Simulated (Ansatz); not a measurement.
# GeH3Br (SMILES [GeH3][Br]) at HF/STO-3G

Aim: the electronic atomisation energy of GeH3Br at HF/STO-3G, from 4 runs. 

Program for the calculation: Ansatz 0.2.0.

50 further runs of the same task are left out: 8 that didn't finish, 42 set aside as unsound or not needed.

## (1) The system as given

GeH3Br: 5 atoms, total charge 0, spin state singlet. As SMILES, `[GeH3][Br]`. Geometry: relaxed at PBE0-D4/def2-TZVP.

Bond lengths: Ge1–Br2 2.309 Å, Ge1–H3 1.532 Å, Ge1–H4 1.532 Å, Ge1–H5 1.532 Å. Angles: Br2–Ge1–H3 107.2°, Br2–Ge1–H4 107.2°, Br2–Ge1–H5 107.2°, H3–Ge1–H4 111.7°, H3–Ge1–H5 111.7°, H4–Ge1–H5 111.7°.

## (2) A single-point energy at HF/STO-3G

Contents of run.yaml:

```yaml
crystal:
  periodic: [false, false, false]
  atoms:
    - {symbol: Ge, position_ang: [0.139040, 0.013690, -0.129150]}
    - {symbol: Br, position_ang: [-1.548450, -0.152490, 1.438270]}
    - {symbol: H, position_ang: [0.128210, 1.452190, -0.655100]}
    - {symbol: H, position_ang: [-0.172230, -0.995930, -1.238090]}
    - {symbol: H, position_ang: [1.453450, -0.317450, 0.584070]}
basis:
  gaussian: {orbitals: STO-3G}
hamiltonian: {xc: hf}
accuracy: high
output: {orbitals: {seedname: orbitals}}
```

On the command line:

```console
$ ansatz run run.yaml --threads 1 --pin off --max-ram 3480MiB --events-out events.jsonl --progress --plain --runs-dir runs
```

Log:

```text
Warning: RAYON_NUM_THREADS=1 ignored (pool sized by the plan → 1); use --threads N
Functional definition: HF
  name "HF"
  exchange = exact_x
  correlation = 0
532 factors; integrals over basis functions are off by at most 7.8e-9 eV
mean field evaluation 1: about -125123.0627 eV, gradient 1.0e1 eV
mean field evaluation 2: about -125123.0879 eV, gradient 1.0e1 eV
mean field evaluation 4: about -125123.8625 eV, gradient 6.0e-1 eV
mean field evaluation 8: about -125123.8644 eV, gradient 6.3e-7 eV
mean field -125123.86440938 eV, -4598.2172050432 hartree, gradient 2.0e-8 eV, S^2 0.000000; 0 other end points of the search recorded, 0 dependent functions left out
reference -125123.86440938 eV, -4598.2172050432 hartree; 35, 35 occupied and 4, 4 virtual orbitals, 532 factors
Total energy: -125123.86440938 eV, -4598.2172050432 hartree
```

It took 0.38 s on 1 thread of Arm Neoverse V1, shared host.

## (3) The Br atom at the same level

Contents of in.yaml:

```yaml
basis:
  gaussian:
    orbitals: STO-3G
crystal:
  periodic: [false, false, false]
  atoms:
    - symbol: Br
      position_ang: [0.000000, 0.000000, 0.000000]
accuracy: high
magnetization:
  spin_polarized: true
  initial_magnetization: 1
hamiltonian:
  xc: hf
```

On the command line:

```console
$ ansatz run in.yaml --threads 1 --pin off --max-ram 3480MiB --events-out events.jsonl --progress --plain --runs-dir runs
```

Log:

```text
Warning: RAYON_NUM_THREADS=1 ignored (pool sized by the plan → 1); use --threads N
[... 4 set-up lines as earlier in the session ...]
139 factors; integrals over basis functions are off by at most 4.2e-9 eV
mean field evaluation 1: about -69243.0819 eV, gradient 6.1e-1 eV
mean field evaluation 2: about -69243.0938 eV, gradient 6.1e-1 eV
mean field evaluation 4: about -69243.0943 eV, gradient 2.2e-6 eV
mean field evaluation 8: about -69243.0943 eV, gradient 6.7e-2 eV
mean field evaluation 16: about -69243.0943 eV, gradient 5.0e-5 eV
mean field -69243.09430889 eV, -2544.6367811967 hartree, gradient 3.2e-10 eV, S^2 0.750000; 0 other end points of the search recorded, 0 dependent functions left out
reference -69243.09430889 eV, -2544.6367811967 hartree; 18, 17 occupied and 0, 1 virtual orbitals, 139 factors
Total energy: -69243.09430889 eV, -2544.6367811967 hartree
```

Wall time 0.08 s (1 thread of Arm Neoverse V1, shared host).

## (4) The Ge atom, same level

Contents of in.yaml:

```yaml
crystal:
  periodic: [false, false, false]
  atoms:
    - {symbol: Ge, position_ang: [0.000000, 0.000000, 0.000000]}
basis:
  gaussian:
    orbitals: STO-3G
magnetization:
  spin_polarized: true
  initial_magnetization: 2
hamiltonian:
  xc: hf
accuracy: high
```

Run the same way, it converges to -2051.63626 Eh (log not shown).

## (5) The H atom at the same level

Contents of input.yaml:

```yaml
basis:
  gaussian:
    orbitals: STO-3G
crystal:
  periodic: [false, false, false]
  atoms:
    - {symbol: H, position_ang: [0.000000, 0.000000, 0.000000]}
magnetization:
  spin_polarized: true
  initial_magnetization: 1
hamiltonian:
  xc: hf
accuracy: high
```

On the command line:

```console
$ ansatz run input.yaml --threads 1 --pin off --max-ram 3480MiB --events-out events.jsonl --progress --plain --runs-dir runs
```

Log:

```text
Warning: RAYON_NUM_THREADS=1 ignored (pool sized by the plan → 1); use --threads N
[... 4 set-up lines as earlier in the session ...]
1 factors; integrals over basis functions are off by at most 4.6e-10 eV
mean field evaluation 1: about -12.6963 eV, gradient 0.0e0 eV
mean field evaluation 2: about -12.6963 eV, gradient 0.0e0 eV
mean field -12.69633895 eV, -0.4665818504 hartree, gradient 0.0e0 eV, S^2 0.750000; 0 other end points of the search recorded, 0 dependent functions left out
reference -12.69633895 eV, -0.4665818504 hartree; 1, 0 occupied and 0, 1 virtual orbitals, 1 factors
Total energy: -12.69633895 eV, -0.4665818504 hartree
```

It took 0.02 s on 1 thread of Arm Neoverse V1, shared host.

## (6) Outcome

At HF/STO-3G:

| quantity | value |
| --- | --- |
| molecule: total energy | -4598.21721 Eh |
| molecule: HOMO energy | -8.23 eV |
| molecule: LUMO energy | 8.63 eV |
| molecule: HOMO–LUMO gap | 16.86 eV |
| Br atom: total energy | -2544.63678 Eh |
| Br atom: ⟨S²⟩ | 0.750 |
| Ge atom: total energy | -2051.63626 Eh |
| Ge atom: ⟨S²⟩ | 2.000 |
| H atom: total energy | -0.46658 Eh |
| H atom: ⟨S²⟩ | 0.750 |
| electronic atomisation energy | 14.814 eV |

**Reading.** Taking the molecule apart into free atoms costs 14.81 eV (1429 kJ/mol), before zero-point energy and without spin-orbit coupling. Hartree–Fock lacks the correlation of the bonding pairs, which as a rule makes this value much too low; in minimal bases other errors can mask that. In a minimal basis such a difference can be off by several eV, whatever the method.
